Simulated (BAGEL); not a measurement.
**GeN2H5 (SMILES [NH][GeH2][NH2]) at 3 levels**

Aim: a comparison of 3 runs (UHF/STO-3G, UHF/3-21G, UHF/6-31G*) of GeN2H5. 

Program for the calculation: BAGEL 1.2.2.

2 further runs of the same task are left out: 2 that didn't finish. Runs told in other sessions of the task aren't counted.

## (1) The molecule

GeN2H5 has 8 atoms, charge 0, and is taken as a doublet. SMILES: `[NH][GeH2][NH2]`. The N3–H7 distance was set to 1.314 Å, away from the relaxed value.

Bond lengths: N1–Ge2 1.861 Å, Ge2–N3 1.829 Å, N1–H4 1.025 Å, Ge2–H5 1.552 Å, Ge2–H6 1.541 Å, N3–H8 1.010 Å. Angles: N1–Ge2–N3 104.2°, N1–Ge2–H5 105.7°, N1–Ge2–H6 114.1°, N3–Ge2–H5 115.8°, N3–Ge2–H6 107.4°, Ge2–N1–H4 109.3°, Ge2–N3–H8 115.2°, H5–Ge2–H6 109.8°. A long bond or contact: N3–H7 1.314 Å.

## (2) The energy at UHF/STO-3G (density fitting with qzvpp-jkfit) (run 1)

File calc.json:

```json
{ "bagel" : [

{
  "title" : "molecule",
  "basis" : "sto-3g",
  "df_basis" : "qzvpp-jkfit",
  "angstrom" : true,
  "geometry" : [
    { "atom" : "N", "xyz" : [   -1.672773,    0.145751,   -0.393246 ] },
    { "atom" : "Ge", "xyz" : [    0.068227,    0.718751,   -0.068446 ] },
    { "atom" : "N", "xyz" : [    0.781727,   -0.590249,    0.991054 ] },
    { "atom" : "H", "xyz" : [   -2.218273,    0.922351,   -0.781146 ] },
    { "atom" : "H", "xyz" : [    0.722127,    0.886251,   -1.466146 ] },
    { "atom" : "H", "xyz" : [    0.159027,    2.044451,    0.711954 ] },
    { "atom" : "H", "xyz" : [    0.680200,   -1.798300,    0.484200 ] },
    { "atom" : "H", "xyz" : [    1.735727,   -0.434749,    1.284554 ] }
  ]
},
{
  "title" : "uhf",
  "nopen" : 1
},
{
  "title" : "print",
  "file" : "orbitals.molden",
  "orbitals" : true
}

]}
```

Command:

```
BAGEL_NUM_THREADS=1 BAGEL calc.json > calc.out
```

What it wrote:

```text
* using 1 threads per process

  ===============================================================
  ===============================================================

  *** Geometry ***

  { "atom" : "N", "xyz" : [     -3.161083,      0.275429,     -0.743127 ] },
  { "atom" : "Ge", "xyz" : [      0.128930,      1.358243,     -0.129344 ] },
  { "atom" : "N", "xyz" : [      1.477250,     -1.115409,      1.872821 ] },
  { "atom" : "H", "xyz" : [     -4.191928,      1.742991,     -1.476152 ] },
  { "atom" : "H", "xyz" : [      1.364622,      1.674772,     -2.770614 ] },
  { "atom" : "H", "xyz" : [      0.300517,      3.863452,      1.345398 ] },
  { "atom" : "H", "xyz" : [      1.285392,     -3.398294,      0.915005 ] },
  { "atom" : "H", "xyz" : [      3.280049,     -0.821557,      2.427455 ] },

  Number of auxiliary basis functions:      510

  Since a DF basis is specified, we compute 2- and 3-index integrals:
    o Being stored without compression. Storage requirement is 0.004 GB

  Number of basis functions:       33
  Number of electrons      :       51

    * METHOD: MOLECULE                             0.20

  *** Open-shell HF ***

  === Nuclear Repulsion ===
   199.9029633096

      * DIIS with orbital gradients will be used.

  === UHF iteration (sto-3g) ===
      0      -2161.99287545          0.02464508           0.05
      1      -2162.05785456          0.00723051           0.05
      2      -2162.06486095          0.00235978           0.05
      3      -2162.06567992          0.00070604           0.05
      4      -2162.06593490          0.00018738           0.05
      5      -2162.06598419          0.00009104           0.05
      6      -2162.06601126          0.00004170           0.05
      7      -2162.06601512          0.00003333           0.05
      8      -2162.06601757          0.00002031           0.05
      9      -2162.06601779          0.00001041           0.05
     10      -2162.06601815          0.00000421           0.05
     11      -2162.06601836          0.00000140           0.05
     12      -2162.06601841          0.00000048           0.05
     13      -2162.06601843          0.00000020           0.05
     14      -2162.06601843          0.00000010           0.05
     15      -2162.06601843          0.00000006           0.05
     16      -2162.06601843          0.00000003           0.05
     17      -2162.06601843          0.00000003           0.05
     18      -2162.06601843          0.00000002           0.05
     19      -2162.06601843          0.00000001           0.05
     20      -2162.06601843          0.00000000           0.05
    * SCF iteration converged.

    * S^2 (UHF) is 0.7599

    * Permanent dipole moment:
           (   -0.588342,    -0.625456,     0.455774) a.u.

    * METHOD: UHF                                  1.16

    * METHOD: PRINT                                0.00

  ===============================================================
```

Wall time 1.5 s (1 thread of Arm Neoverse V1, shared host).

## (3) A single-point energy at UHF/3-21G (density fitting with qzvpp-jkfit) (run 2)

File input.json:

```json
{ "bagel" : [

{
  "title" : "molecule",
  "basis" : "3-21g",
  "df_basis" : "qzvpp-jkfit",
  "angstrom" : "true",
  "geometry" : [
    { "atom" : "N", "xyz" : [      -1.672773,       0.145751,      -0.393246 ] },
    { "atom" : "Ge", "xyz" : [       0.068227,       0.718751,      -0.068446 ] },
    { "atom" : "N", "xyz" : [       0.781727,      -0.590249,       0.991054 ] },
    { "atom" : "H", "xyz" : [      -2.218273,       0.922351,      -0.781146 ] },
    { "atom" : "H", "xyz" : [       0.722127,       0.886251,      -1.466146 ] },
    { "atom" : "H", "xyz" : [       0.159027,       2.044451,       0.711954 ] },
    { "atom" : "H", "xyz" : [       0.680200,      -1.798300,       0.484200 ] },
    { "atom" : "H", "xyz" : [       1.735727,      -0.434749,       1.284554 ] }
  ]
},

{
  "title" : "uhf",
  "nopen" : 1
},

{
  "title" : "print",
  "file" : "orbitals.molden",
  "orbitals" : "true"
}

]}
```

Command:

```
BAGEL_NUM_THREADS=1 BAGEL input.json > input.out
```

What it wrote:

```text
* using 1 threads per process

  ===============================================================
  ===============================================================

  *** Geometry ***

  { "atom" : "N", "xyz" : [     -3.161083,      0.275429,     -0.743127 ] },
  { "atom" : "Ge", "xyz" : [      0.128930,      1.358243,     -0.129344 ] },
  { "atom" : "N", "xyz" : [      1.477250,     -1.115409,      1.872821 ] },
  { "atom" : "H", "xyz" : [     -4.191928,      1.742991,     -1.476152 ] },
  { "atom" : "H", "xyz" : [      1.364622,      1.674772,     -2.770614 ] },
  { "atom" : "H", "xyz" : [      0.300517,      3.863452,      1.345398 ] },
  { "atom" : "H", "xyz" : [      1.285392,     -3.398294,      0.915005 ] },
  { "atom" : "H", "xyz" : [      3.280049,     -0.821557,      2.427455 ] },

  Number of auxiliary basis functions:      510

  Since a DF basis is specified, we compute 2- and 3-index integrals:
    o Being stored without compression. Storage requirement is 0.010 GB

  Number of basis functions:       50
  Number of electrons      :       51

    * METHOD: MOLECULE                             0.21

  *** Open-shell HF ***

  === Nuclear Repulsion ===
   199.9029633096

      * DIIS with orbital gradients will be used.

  === UHF iteration (3-21g) ===
      0      -2176.18161070          0.06169463           0.10
      1      -2176.36127261          0.03807262           0.09
      2      -2176.43115964          0.02237518           0.09
      3      -2176.45574005          0.00236659           0.09
      4      -2176.45720278          0.00104456           0.09
      5      -2176.45748361          0.00027891           0.09
      6      -2176.45757589          0.00013450           0.09
      7      -2176.45761683          0.00006829           0.09
      8      -2176.45762577          0.00004396           0.08
      9      -2176.45762759          0.00003555           0.09
     10      -2176.45762901          0.00002773           0.08
     11      -2176.45763041          0.00001475           0.09
     12      -2176.45763088          0.00000352           0.09
     13      -2176.45763091          0.00000176           0.09
     14      -2176.45763092          0.00000087           0.09
     15      -2176.45763093          0.00000032           0.09
     16      -2176.45763093          0.00000017           0.09
     17      -2176.45763093          0.00000010           0.09
     18      -2176.45763093          0.00000007           0.09
     19      -2176.45763093          0.00000006           0.09
     20      -2176.45763093          0.00000005           0.09
     21      -2176.45763093          0.00000003           0.08
     22      -2176.45763093          0.00000002           0.08
     23      -2176.45763093          0.00000001           0.08
    * SCF iteration converged.

    * S^2 (UHF) is 0.7583

    * Permanent dipole moment:
           (   -0.682715,    -0.559574,     0.470601) a.u.

    * METHOD: UHF                                  2.23

    * METHOD: PRINT                                0.01

  ===============================================================
```

Wall time 2.6 s (1 thread of Arm Neoverse V1, shared host).

## (4) The energy at UHF/6-31G(d) (density fitting with qzvpp-jkfit, spherical functions) (run 3)

File job.json:

```json
{ "bagel" : [

{
  "title" : "molecule",
  "basis" : "6-31gs.json",
  "df_basis" : "qzvpp-jkfit",
  "angstrom" : true,
  "geometry" : [
    { "atom" : "N", "xyz" : [   -1.672773,    0.145751,   -0.393246 ] },
    { "atom" : "Ge", "xyz" : [    0.068227,    0.718751,   -0.068446 ] },
    { "atom" : "N", "xyz" : [    0.781727,   -0.590249,    0.991054 ] },
    { "atom" : "H", "xyz" : [   -2.218273,    0.922351,   -0.781146 ] },
    { "atom" : "H", "xyz" : [    0.722127,    0.886251,   -1.466146 ] },
    { "atom" : "H", "xyz" : [    0.159027,    2.044451,    0.711954 ] },
    { "atom" : "H", "xyz" : [    0.680200,   -1.798300,    0.484200 ] },
    { "atom" : "H", "xyz" : [    1.735727,   -0.434749,    1.284554 ] }
  ]
},
{ "title" : "uhf", "nopen" : 1 },
{ "title" : "print", "file" : "orbitals.molden", "orbitals" : true }

]}
```

The basis set 6-31G* is read from a file made from the Basis Set Exchange's data (not shown).

Command:

```
BAGEL_NUM_THREADS=1 BAGEL job.json > job.out
```

What it wrote:

```text
* using 1 threads per process

  ===============================================================
  ===============================================================

  *** Geometry ***

  { "atom" : "N", "xyz" : [     -3.161083,      0.275429,     -0.743127 ] },
  { "atom" : "Ge", "xyz" : [      0.128930,      1.358243,     -0.129344 ] },
  { "atom" : "N", "xyz" : [      1.477250,     -1.115409,      1.872821 ] },
  { "atom" : "H", "xyz" : [     -4.191928,      1.742991,     -1.476152 ] },
  { "atom" : "H", "xyz" : [      1.364622,      1.674772,     -2.770614 ] },
  { "atom" : "H", "xyz" : [      0.300517,      3.863452,      1.345398 ] },
  { "atom" : "H", "xyz" : [      1.285392,     -3.398294,      0.915005 ] },
  { "atom" : "H", "xyz" : [      3.280049,     -0.821557,      2.427455 ] },

  Number of auxiliary basis functions:      510

  Since a DF basis is specified, we compute 2- and 3-index integrals:
    o Being stored without compression. Storage requirement is 0.020 GB

  Number of basis functions:       70
  Number of electrons      :       51

    * METHOD: MOLECULE                             0.28

  *** Open-shell HF ***

  === Nuclear Repulsion ===
   199.9029633096

      * DIIS with orbital gradients will be used.

  === UHF iteration (6-31gs.json) ===
      0      -2186.33520843          0.05727713           0.12
      1      -2186.54647272          0.04359849           0.12
      2      -2186.69424826          0.02868970           0.12
      3      -2186.78052483          0.00315871           0.12
      4      -2186.78461694          0.00134177           0.12
      5      -2186.78522865          0.00040840           0.12
      6      -2186.78539513          0.00015188           0.12
      7      -2186.78546045          0.00008981           0.13
      8      -2186.78548332          0.00006149           0.13
      9      -2186.78549267          0.00004055           0.12
     10      -2186.78549541          0.00003020           0.12
     11      -2186.78549688          0.00002440           0.12
     12      -2186.78549859          0.00001592           0.12
     13      -2186.78549927          0.00000709           0.12
     14      -2186.78549936          0.00000379           0.13
     15      -2186.78549943          0.00000230           0.13
     16      -2186.78549947          0.00000130           0.12
     17      -2186.78549948          0.00000084           0.12
     18      -2186.78549948          0.00000056           0.12
     19      -2186.78549948          0.00000043           0.12
     20      -2186.78549948          0.00000035           0.12
     21      -2186.78549948          0.00000029           0.12
     22      -2186.78549948          0.00000018           0.13
     23      -2186.78549948          0.00000009           0.13
     24      -2186.78549948          0.00000005           0.13
     25      -2186.78549948          0.00000003           0.13
     26      -2186.78549948          0.00000001           0.13
     27      -2186.78549948          0.00000001           0.13
    * SCF iteration converged.

    * S^2 (UHF) is 0.7595

    * Permanent dipole moment:
           (   -0.607142,    -0.495538,     0.404790) a.u.

    * METHOD: UHF                                  3.68

    * METHOD: PRINT                                0.01

  ===============================================================
```

Wall time 4.2 s (1 thread of Arm Neoverse V1, shared host); peak memory 0.11 GiB.

## (5) The series

```csv
run,level,energy (Eh),dipole moment (D),⟨S²⟩,wall time
1,UHF/STO-3G (density fitting with qzvpp-jkfit),-2162.066018,2.47,0.760,1.5 s
2,UHF/3-21G (density fitting with qzvpp-jkfit),-2176.457631,2.54,0.758,2.6 s
3,"UHF/6-31G* (density fitting with qzvpp-jkfit, spherical functions)",-2186.785499,2.24,0.759,4.2 s
```

## (6) Summary of results

| quantity | value |
| --- | --- |
| run 3: total energy | -2186.78550 Eh |
| run 3: dipole moment | 2.24 D |
| run 3: ⟨S²⟩ | 0.759 |

**Reading.** The dipole moment (its size) runs from 2.24 D (UHF/6-31G*) to 2.54 D (UHF/3-21G). In run 1 the basis is minimal, so the values are rough. All runs together took 8.3 s, the longest 4.2 s.
